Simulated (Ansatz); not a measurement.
# C: the cell at several levels of theory

An exercise on one series of results from a longer session: the logs are not shown, and one member is left open.

Code: Ansatz 0.2.0. PAW datasets, plane waves, zero pressure. The cell comes from a prototype generator: it can be a known phase or a hypothetical one. Spin polarisation is off.

### The cell

This is the cell as the run starts from it, not yet at rest; its lengths are not the crystal's.

Space group P6_3/mmc (No. 194), hexagonal; a = 2.482 Å, c = 8.107 Å in the conventional setting, 5.41 Å³ an atom. Near C stand 4 C at 1.52 Å.

The structure in full:

```cif
data_structure
_symmetry_space_group_name_H-M 'P6_3/mmc'
_symmetry_Int_Tables_number 194
_cell_length_a 2.4821
_cell_length_b 2.4821
_cell_length_c 8.1067
_cell_angle_alpha 90.000
_cell_angle_beta 90.000
_cell_angle_gamma 120.000
_cell_volume 43.25
loop_
_atom_site_label
_atom_site_type_symbol
_atom_site_symmetry_multiplicity
_atom_site_Wyckoff_symbol
_atom_site_fract_x
_atom_site_fract_y
_atom_site_fract_z
_atom_site_occupancy
C1 C 4 e 0.00000 0.00000 0.90625 1
C2 C 4 f 0.33333 0.66667 0.15625 1
```

The first run:

Contents of input.yaml:

```yaml
crystal:
  lattice:
    - [2.482149606, 0.0, 0.0]
    - [-1.241074803, 2.1496046148, 0.0]
    - [0.0, 0.0, 8.1067006133]
  atoms:
    - { symbol: C, position: [0.0, 0.0, 0.0] }
    - { symbol: C, position: [0.3333333333, 0.6666666667, 0.25] }
    - { symbol: C, position: [0.0, 0.0, 0.5] }
    - { symbol: C, position: [0.6666666667, 0.3333333333, 0.75] }
    - { symbol: C, position: [0.0, 0.0, 0.1875] }
    - { symbol: C, position: [0.3333333333, 0.6666666667, 0.4375] }
    - { symbol: C, position: [0.0, 0.0, 0.6875] }
    - { symbol: C, position: [0.6666666667, 0.3333333333, 0.9375] }
kpoints:
  mp_grid: { grid: [12, 12, 4] }
hamiltonian:
  xc: pbe
scf:
  occupations: { method: fermi_dirac, width: 0.02 }
relax:
  f_tol: 0.005
  cell: {}
```

On the command line:

```
ansatz run input.yaml --threads 4 --pin off --max-ram 7372MiB --backend cpu --events-out ev --progress --plain --runs-dir out
```

Among the steps run: Relaxation with PBE; Relaxing with r2SCAN; Relaxing with PBEsol; LDA: cell and atoms.

One of the session's tables, all rows but one given; the rest of the session is left out.

```
 level  a (Å)  c (Å)  volume (Å³/atom)
   PBE  2.518  8.304             5.700
r2SCAN  2.510  8.280             5.646
PBEsol      ?      ?                 ?
   LDA  2.490  8.215             5.513
```

Q: Estimate the row for PBEsol from the others.

**Answer.** a (Å): 2.505; c (Å): 8.265; volume (Å³/atom): 5.616. In the column «a (Å)» it lies between LDA (2.490) and r2SCAN (2.510).

In words: The first relaxation changed the volume by +5.4 % from the start. LDA gives the smallest cell and PBE the largest; they differ by 3.4 % in volume, a mean of 1.1 % in length.
